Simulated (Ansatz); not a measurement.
# ClFH3NSn: inversion of the pyramid at N1, part 2 of 2

Aim: the minimum-energy path and barrier of the inversion of the pyramid at N1. The ends are relaxed first, then joined by a nudged elastic band. SMILES of the start: [NH2][SnH]([F])[Cl].

Ansatz 0.2.0; RKS BLYP-D4/def2-SVP. Earlier steps stand in the parts before.

## Step 7: Images and barrier

Images 0 and 8 are the ends. Energies count from image 0; the path length is the program's own measure over all atoms.

```
image  path (Å)  energy (eV)  sum of angles at N1 (°)  band force (eV/Å)
    0     0.000       0.0000                    322.5                  -
    1     0.518       0.0030                    322.6              0.001
    2     1.036       0.0084                    324.9              0.000
    3     1.554       0.0148                    326.7              0.001
    4     2.072       0.0304                    329.2              0.003
   5*     2.590       0.1161                    359.9              0.017
    6     3.043       0.0164                    331.6              0.007
    7     3.496       0.0033                    325.8              0.001
    8     3.950       0.0000                    323.1                  -
```

The star marks the climbing image.

image, energy (eV) and a bar:
```
        0      0.000 
        1      0.003 #
        2      0.008 ##
        3      0.015 ####
        4      0.030 ########
        5      0.116 ##############################
        6      0.016 ####
        7      0.003 #
        8      0.000
```

The top of the band by iteration:

```
iteration  highest image above image 0 (eV)  largest band force (eV/Å)
        1                           26.4276                    175.180
        3                            4.5270                     36.554
        5                            0.4714                      6.732
        7                            0.1364                      1.566
        9                            0.0711                      0.584
       11                            0.1039                      0.234
       13                            0.1176                      0.111
       15                            0.1163                      0.054
       16                            0.1161                      0.017
```

The band as a trajectory file:

```xyz
7
image=0 dE=0.0000
N    -0.576    1.231    0.295
Sn    0.536   -0.498    0.089
F     1.100   -0.602   -1.795
Cl   -0.908   -2.342    0.538
H    -1.571    0.966    0.365
H    -0.491    1.782   -0.575
H     1.971   -0.606    1.037
7
image=1 dE=0.0030
N    -0.508    1.284    0.211
Sn    0.535   -0.497    0.093
F     1.162   -0.558   -1.768
Cl   -0.916   -2.367    0.426
H    -1.433    1.113    0.637
H    -0.697    1.595   -0.756
H     1.919   -0.639    1.111
7
image=2 dE=0.0084
N    -0.469    1.309    0.108
Sn    0.527   -0.500    0.077
F     1.235   -0.588   -1.749
Cl   -0.916   -2.396    0.300
H    -1.205    1.303    0.831
H    -0.956    1.428   -0.795
H     1.845   -0.624    1.182
7
image=3 dE=0.0148
N    -0.471    1.305    0.006
Sn    0.518   -0.503    0.052
F     1.337   -0.640   -1.722
Cl   -0.929   -2.403    0.166
H    -0.934    1.486    0.910
H    -1.221    1.280   -0.703
H     1.762   -0.592    1.245
7
image=4 dE=0.0304
N    -0.515    1.273   -0.083
Sn    0.507   -0.508    0.040
F     1.455   -0.666   -1.667
Cl   -0.955   -2.395    0.025
H    -0.673    1.676    0.852
H    -1.441    1.140   -0.516
H     1.683   -0.588    1.302
7
image=5 dE=0.1161
N    -0.662    1.096    0.070
Sn    0.505   -0.541    0.049
F     1.388   -0.686   -1.701
Cl   -0.909   -2.449    0.087
H    -0.424    1.943    0.586
H    -1.574    1.116   -0.388
H     1.739   -0.547    1.250
7
image=6 dE=0.0164
N    -0.772    1.070    0.328
Sn    0.492   -0.530    0.070
F     1.220   -0.641   -1.759
Cl   -0.876   -2.456    0.279
H    -0.285    1.972    0.228
H    -1.546    1.055   -0.352
H     1.828   -0.537    1.160
7
image=7 dE=0.0033
N    -0.691    1.138    0.352
Sn    0.515   -0.513    0.085
F     1.153   -0.619   -1.777
Cl   -0.897   -2.395    0.416
H    -0.311    1.950   -0.159
H    -1.619    0.944   -0.057
H     1.911   -0.573    1.095
7
image=8 dE=0.0000
N    -0.606    1.208    0.318
Sn    0.534   -0.500    0.089
F     1.122   -0.595   -1.789
Cl   -0.908   -2.350    0.499
H    -0.438    1.836   -0.485
H    -1.601    0.938    0.266
H     1.957   -0.605    1.056
```

## Step 8: Vibrations at the top

The geometry is the highest inner image of the first converged band.

File input.yaml:

```yaml
crystal:
  periodic: [false, false, false]
  atoms:
    - { symbol: "N", position_ang: [-0.662447, 1.095889, 0.069752] }
    - { symbol: Sn, position_ang: [0.504654, -0.540742, 0.049382] }
    - { symbol: F, position_ang: [1.387586, -0.686124, -1.701111] }
    - { symbol: Cl, position_ang: [-0.909027, -2.449128, 0.087325] }
    - { symbol: H, position_ang: [-0.424073, 1.943059, 0.585959] }
    - { symbol: H, position_ang: [-1.574145, 1.116035, -0.387555] }
    - { symbol: H, position_ang: [1.738652, -0.546989, 1.250448] }
basis:
  gaussian: { orbitals: def2-SVP }
hamiltonian:
  xc: blyp
  dispersion: d4
phonons: {}
```

On the command line:

```sh
$ ansatz run input.yaml --threads 1 --pin off --max-ram 2048MiB --backend cpu --events-out ev --progress --plain --runs-dir out
```

The log of the run (excerpt; [...] marks lines left out):

```text
Warning: RAYON_NUM_THREADS=1 ignored (pool sized by the plan → 1); use --threads N
[...]
Functional definition: BLYP
[...]
980 factors; their error is unknown
[...]
mean field -22601.71570399 eV, -830.5977321283 hartree, gradient 1.3e-5 eV, S^2 0.000000; 0 other end points of the search recorded, 0 dependent functions left out
[...]
reference -22601.71604068 eV, -830.5977445015 hartree; 29, 29 occupied and 58, 58 virtual orbitals, 980 factors
[...]
980 factors; their error is unknown
mean field -22601.71556479 eV, -830.5977270130 hartree, gradient 1.2e-6 eV, S^2 0.000000; 0 other end points of the search recorded, 0 dependent functions left out
[...]
reference -22601.71590152 eV, -830.5977393874 hartree; 29, 29 occupied and 58, 58 virtual orbitals, 980 factors
[...]
980 factors; their error is unknown
[...]
reference -22601.71603584 eV, -830.5977443237 hartree; 29, 29 occupied and 58, 58 virtual orbitals, 980 factors
[...]
980 factors; their error is unknown
[...]
mean field -22601.71563711 eV, -830.5977296708 hartree, gradient 2.4e-6 eV, S^2 0.000000; 0 other end points of the search recorded, 0 dependent functions left out
[...]
reference -22601.71597375 eV, -830.5977420421 hartree; 29, 29 occupied and 58, 58 virtual orbitals, 980 factors
[...]
980 factors; their error is unknown
mean field -22601.71573929 eV, -830.5977334258 hartree, gradient 1.0e-6 eV, S^2 0.000000; 0 other end points of the search recorded, 0 dependent functions left out
[...]
reference -22601.71607603 eV, -830.5977458008 hartree; 29, 29 occupied and 58, 58 virtual orbitals, 980 factors
[...]
980 factors; their error is unknown
mean field -22601.71554589 eV, -830.5977263186 hartree, gradient 1.2e-6 eV, S^2 0.000000; 0 other end points of the search recorded, 0 dependent functions left out
[...]
```

## Step 9: The output, continued: vibrations at the highest image of the band

Output, continued (excerpt; [...] marks lines left out):

```text
reference -22601.71588254 eV, -830.5977386900 hartree; 29, 29 occupied and 58, 58 virtual orbitals, 980 factors
[...]
980 factors; their error is unknown
mean field -22601.71580735 eV, -830.5977359271 hartree, gradient 1.4e-6 eV, S^2 0.000000; 0 other end points of the search recorded, 0 dependent functions left out
[...]
reference -22601.71614409 eV, -830.5977483019 hartree; 29, 29 occupied and 58, 58 virtual orbitals, 980 factors
[...]
980 factors; their error is unknown
mean field -22601.71572982 eV, -830.5977330778 hartree, gradient 1.9e-6 eV, S^2 0.000000; 0 other end points of the search recorded, 0 dependent functions left out
[...]
reference -22601.71606652 eV, -830.5977454512 hartree; 29, 29 occupied and 58, 58 virtual orbitals, 980 factors
[...]
980 factors; their error is unknown
[...]
mean field -22601.71567387 eV, -830.5977310216 hartree, gradient 2.3e-6 eV, S^2 0.000000; 0 other end points of the search recorded, 0 dependent functions left out
[...]
WARN: phonons: modes at or below zero, which the zero-point energy, F, S and C_V leave out: 1, the lowest at -434.77 cm⁻¹. A minimum has none, and a first-order saddle one
Total energy: -22602.03349202 eV, -830.6094106231 hartree
Atom 0 at    -0.662447     1.095889     0.069752 Å, force     0.016138    -0.013149     0.000969 eV/Å
Atom 1 at     0.504654    -0.540742     0.049382 Å, force     0.007112    -0.008088    -0.007809 eV/Å
Atom 2 at     1.387586    -0.686124    -1.701111 Å, force    -0.003278     0.004443     0.003192 eV/Å
Atom 3 at    -0.909027    -2.449128     0.087325 Å, force    -0.000145    -0.003730     0.003798 eV/Å
Atom 4 at    -0.424073     1.943059     0.585959 Å, force    -0.005017     0.006138     0.001735 eV/Å
Atom 5 at    -1.574145     1.116035    -0.387555 Å, force    -0.016758     0.014993    -0.006234 eV/Å
Atom 6 at     1.738652    -0.546989     1.250448 Å, force     0.001947    -0.000606     0.004348 eV/Å
Dipole moment:    -0.086320     0.529263     0.487188 e Å
Vibrations: -434.77 78.10 150.02 173.66 196.32 359.21 495.38 557.20 596.68 630.13 720.94 1434.08 1868.04 3487.57 3612.49 cm⁻¹, zero-point energy 0.890196 eV
```

Wall time 1.8 min (1 thread of Arm Neoverse N1, shared host); peak memory 0.12 GiB.

Of 15 modes, 1 is imaginary by more than 30 cm⁻¹ (435i cm⁻¹).

## Step 10: Results

This closing draws on all 2 parts.

| quantity | value |
| --- | --- |
| end A | 27 moves, 0.244 eV lower |
| end B | 22 moves, 0.312 eV lower |
| barrier forwards | 0.116 eV |
| barrier backwards | 0.116 eV |
| second end relative to first | 0.000 eV |
| highest image | 5 of 0 to 8, climbing |
| band iterations | 16 |
| imaginary modes at the top | 435i cm⁻¹ |

In words: Along this path the system climbs 0.12 eV from the first end (4 kT at 300 K); with a typical attempt rate of 10^13 per second that is roughly 10^11 events a second. Both ends agree in energy to 1 meV. One imaginary mode, as a first-order saddle point has. Zero-point energy and entropy are left out. Tunnelling, which matters where hydrogen moves, is missing too.
